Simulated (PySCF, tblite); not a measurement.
# C3H9BN2S: geometry, infrared bands and NMR shifts

Wanted: the infrared bands and NMR shifts of C3H9BN2S (`NB(N)[C@@H]1C[C@H]1S`), by calculation.

Computed with tblite 0.8.0 and PySCF 2.14.0, with density-fitted response routines of our own, on a single molecule in the gas phase. Atoms are numbered from 0 throughout.

### 1 The starting structure

16 atoms, charge 0, multiplicity 1; geometry from: force field or distance geometry start.

Bonds of the start (Å): N0–B1 1.53, B1–N2 1.49, B1–C3 1.60, C3–C4 1.54, C4–C5 1.52, C5–S6 1.81, C5–C3 1.49, N0–H7 1.05, N0–H8 1.05, N2–H9 1.04, N2–H10 1.04, C3–H11 1.10, C4–H12 1.12, C4–H13 1.11, C5–H14 1.12, S6–H15 1.42.

### 2 Relaxing the molecule with GFN2-xTB

What the job is given:

```
{"job": {"kind": "relax", "xc": "GFN2-xTB", "basis": "xTB"}, "charge": 0, "multiplicity": 1}
N     -0.984000     1.340300     0.970800
B     -1.182800     0.133700     0.048200
N     -2.441700    -0.007300    -0.736000
C      0.166400    -0.489400    -0.538500
C      0.971100    -1.263600     0.516000
C      1.458700     0.063800    -0.034900
S      2.940300     0.044000    -1.065800
H     -1.590900     1.286100     1.829500
H     -1.132600     2.235600     0.444500
H     -3.287200    -0.249900    -0.174700
H     -2.352500    -0.538300    -1.625100
H      0.085800    -0.904400    -1.554200
H      0.605200    -1.221100     1.568400
H      1.439000    -2.188000     0.128100
H      1.359900     0.978100     0.600600
H      3.937700     0.789600    -0.388300
```

Run with:

```
OMP_NUM_THREADS=1 python probes_run.py task.json out
```

The driver reads the jobs from task.json and runs them one after another.

**Question.** This job is followed by: GFN2-xTB harmonic vibrations, gas phase; GIAO PBE0/pcSseg-1 NMR shielding, non-relativistic, gas phase. Predict these results of the whole session: strongest single infrared mode (GFN2-xTB); zero-point energy (GFN2-xTB); 13C shifts against TMS (PBE0/pcSseg-1); 1H shifts against TMS (PBE0/pcSseg-1, means over atoms taken as alike); 15N shifts against NH3 (PBE0/pcSseg-1, means over atoms taken as alike); 11B shifts against BF3·OEt2 (PBE0/pcSseg-1); 33S shifts against CS2 (PBE0/pcSseg-1); surface potential, 1st and 99th percentile.

The runs gave:

| quantity | value |
| --- | --- |
| strongest single infrared mode (GFN2-xTB) | 465 cm⁻¹, 383 km/mol |
| zero-point energy (GFN2-xTB) | 78.5 kcal/mol |
| 13C shifts against TMS (PBE0/pcSseg-1) | 19.1, 18.6, 11.9 ppm |
| 1H shifts against TMS (PBE0/pcSseg-1, means over atoms taken as alike) | 2.48, 2.00, 1.87, 0.64, 0.59, -0.03 ppm |
| 15N shifts against NH3 (PBE0/pcSseg-1, means over atoms taken as alike) | 61.2 ppm |
| 11B shifts against BF3·OEt2 (PBE0/pcSseg-1) | 26.8 ppm |
| 33S shifts against CS2 (PBE0/pcSseg-1) | -38 ppm |
| surface potential, 1st and 99th percentile | -1.17 V and 1.61 V |

What this shows: Relaxing lowered the energy by 1.690 eV in 139 steps; the close pair that moved most is N0–B1, from 1.532 to 1.404 Å. No mode is imaginary among the 42: a minimum at this level. The strongest single mode, at 465 cm⁻¹, is carried by H7, H10, H9. GFN2-xTB is a fitted tight-binding method: band positions and strengths are rough. Its intensities can rank the bands wrongly. At PBE0/pcSseg-1: Shielding is most anisotropic at S6 (span 443 ppm, paramagnetic term -513 ppm).
